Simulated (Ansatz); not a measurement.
# Te4Mo3: the cost of one run

Method: DFT r2SCAN, scalar-relativistic, plane waves, PAW, in Ansatz 0.2.0.

2 further runs of the same task are left out: 2 set aside as unsound or not needed. Runs told in other sessions of the task aren't counted.

### 1 The starting structure

It takes space group R-3 (No. 148, trigonal). Conventional cell: a = 10.372 Å, b = 10.372 Å, c = 11.912 Å, α = 90.00°, β = 90.00°, γ = 120.00°. Around Te (site symmetry 3) lie 3 Mo at 2.74 Å. Te (site symmetry 1) is surrounded by 4 Mo at 2.75 to 2.89 Å. Mo (site symmetry 1) is surrounded by 4 Mo at 2.67 to 2.74 Å and 5 Te at 2.74 to 2.89 Å.

Coordinates:

```cif
data_structure
_symmetry_space_group_name_H-M 'R-3:H'
_symmetry_Int_Tables_number 148
_cell_length_a 10.3718
_cell_length_b 10.3718
_cell_length_c 11.9123
_cell_angle_alpha 90.000
_cell_angle_beta 90.000
_cell_angle_gamma 120.000
_cell_volume 1109.77
loop_
_atom_site_label
_atom_site_type_symbol
_atom_site_symmetry_multiplicity
_atom_site_Wyckoff_symbol
_atom_site_fract_x
_atom_site_fract_y
_atom_site_fract_z
_atom_site_occupancy
Te1 Te 6 c 0.00000 0.00000 0.28539 1
Te2 Te 18 f 0.30471 0.34257 0.57961 1
Mo1 Mo 18 f 0.52499 0.34666 0.42852 1
```

This cell was relaxed beforehand with the same method: volume 26.42 Å³/atom, gap on the mesh 0.02 eV.

### 2 Electronic structure at the relaxed geometry

Input file input.yaml:

```yaml
crystal:
  lattice:
    - [5.1858904108, 2.9940752247, 3.9707792174]
    - [-5.1858904108, 2.9940752247, 3.9707792174]
    - [0.0, -5.9881504494, 3.9707792174]
  atoms:
    - { symbol: Te, position: [0.2853890221, 0.2853890221, 0.2853890221] }
    - { symbol: Te, position: [0.7146109779, 0.7146109779, 0.7146109779] }
    - { symbol: Te, position: [0.8843250249, 0.6174709359, 0.2370457838] }
    - { symbol: Te, position: [0.2370457838, 0.8843250249, 0.6174709359] }
    - { symbol: Te, position: [0.6174709359, 0.2370457838, 0.8843250249] }
    - { symbol: Te, position: [0.1156749751, 0.3825290641, 0.7629542162] }
    - { symbol: Te, position: [0.7629542162, 0.1156749751, 0.3825290641] }
    - { symbol: Te, position: [0.3825290641, 0.7629542162, 0.1156749751] }
    - { symbol: Mo, position: [0.9535103554, 0.2501834907, 0.0818551081] }
    - { symbol: Mo, position: [0.0818551081, 0.9535103554, 0.2501834907] }
    - { symbol: Mo, position: [0.2501834907, 0.0818551081, 0.9535103554] }
    - { symbol: Mo, position: [0.0464896446, 0.7498165093, 0.9181448919] }
    - { symbol: Mo, position: [0.9181448919, 0.0464896446, 0.7498165093] }
    - { symbol: Mo, position: [0.7498165093, 0.9181448919, 0.0464896446] }
basis:
  ecutwfc: 500
kpoints:
  mp_grid: { grid: [6, 6, 6] }
  band_path:
    path:
      - [[0.0, 0.0, 0.0], [0.5, 0.0, 0.0], [0.5, -0.5, 0.5], [0.45980649, -0.54019351, 0.45980649]]
      - [[0.45980649, 0.45980649, 0.45980649], [0.0, 0.0, 0.0], [0.5, -0.5, 0.0]]
    npoints: 10
hamiltonian:
  xc: r2scan
scf:
  occupations: { method: gaussian, width: 0.1 }
  n_extra_bands: 35
output:
  forces: true
  stress: true
  eigenvalues: true
  populations: true
  dos: { projected: true, de: 0.02, nscf_kmesh: { grid: [9, 9, 9] } }
  bader: false
  write_density: true
  write_potential: true
  elf: true
  volumetric_format: npy
```

Run with:

```console
$ ansatz run input.yaml --threads 4 --pin off --max-ram 10240MiB --backend cpu --events-out ev --progress --plain --runs-dir out
```

What time and memory should one allow on 4 threads of Oxide Virtual Turin-like (Zen 5), shared host?

About 3.7 min, with a peak of 5.4 GiB.
